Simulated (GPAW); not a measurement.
The system is GdO.

```xyz
2
Lattice="2.8018 0.0000 0.0000 0.0000 2.8018 0.0000 0.0000 0.0000 2.8018" Properties=species:S:1:pos:R:3 pbc="T T T"
Gd    0.0000    0.0000    0.0000
O     1.4009    1.4009    1.4009
```

The cell comes from a database or a generator and needn't be the stable form of this composition.

Base run:

- Program: GPAW 26.7.0
- Functional: PBE
- Potentials or basis: JTH PAW 2.0, PBE
- Cutoff: 800 eV
- Basis: pw
- k mesh: 9 × 9 × 9
- Occupations: fermi-dirac, width 0.05 eV
- Spin: collinear spin, ferromagnetic start
- Starting moments: [7.0, 0.0] μB

Its results: pressure 52.6 GPa; net moment 6.99 μB per cell; site moments Gd +6.87; O +0.01 μB.

The run is repeated on the same cell with these changes: potentials or basis from JTH PAW 2.0, PBE to GPAW PAW data sets (gpaw-data 1.2.1). What comes out?

Pressure 49.0 GPa; net moment 6.98 μB per cell; site moments Gd +6.76; O +0.01 μB.

Caveats: one-centre terms of the f shell are cut off; a pressure of tens of GPa on the cell as given is suspect, and the run, the potentials or the cell itself is likely at fault; a cell with one magnetic atom can't hold antiferromagnetic order, which such compounds often take; the program truncates these outside data sets (some runs).
